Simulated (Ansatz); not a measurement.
A run of Ansatz 0.2.0 is set up as follows.

Contents of input.yaml:

```yaml
crystal:
  lattice:
    - [3.5524684568, 0.0, 0.0]
    - [-1.7762342284, 3.0765279297, 0.0]
    - [0.0, 0.0, 11.36326606]
  atoms:
    - { symbol: Ho, position: [0.6666666667, 0.3333333333, 0.75] }
    - { symbol: Ho, position: [0.0, 0.0, 0.5] }
    - { symbol: Ho, position: [0.3333333333, 0.6666666667, 0.25] }
    - { symbol: Ho, position: [0.0, 0.0, 0.0] }
hamiltonian:
  xc: pbesol
  pseudopotentials: { kind: paw }
kpoints:
  mp_grid: { grid: [9, 9, 3] }
scf:
  occupations: { method: fermi_dirac, width: 0.05 }
output:
  forces: true
  stress: true
  eigenvalues: true
```

Potentials or basis: Ansatz PAW.

The run is started by

```sh
$ ansatz run input.yaml --threads 2 --pin off --max-ram 5632MiB --backend cpu --events-out ev --progress --plain --runs-dir out
```

Q: Estimate the pressure.

A: -1.1 GPa.

Q: Predict the band gap on the k mesh.

A: None (metal or under the smearing width).

Stress tensor (GPa, compression positive):
```
-1.38  0.00  0.00
 0.00 -1.38  0.00
 0.00  0.00 -0.43
```

Caveat: the PAW data sets come from PBE, with cores solved anew for the run's functional, which leaves a small shift of forces and pressure. The run has no spin-orbit coupling, so splittings on Ho are missing.
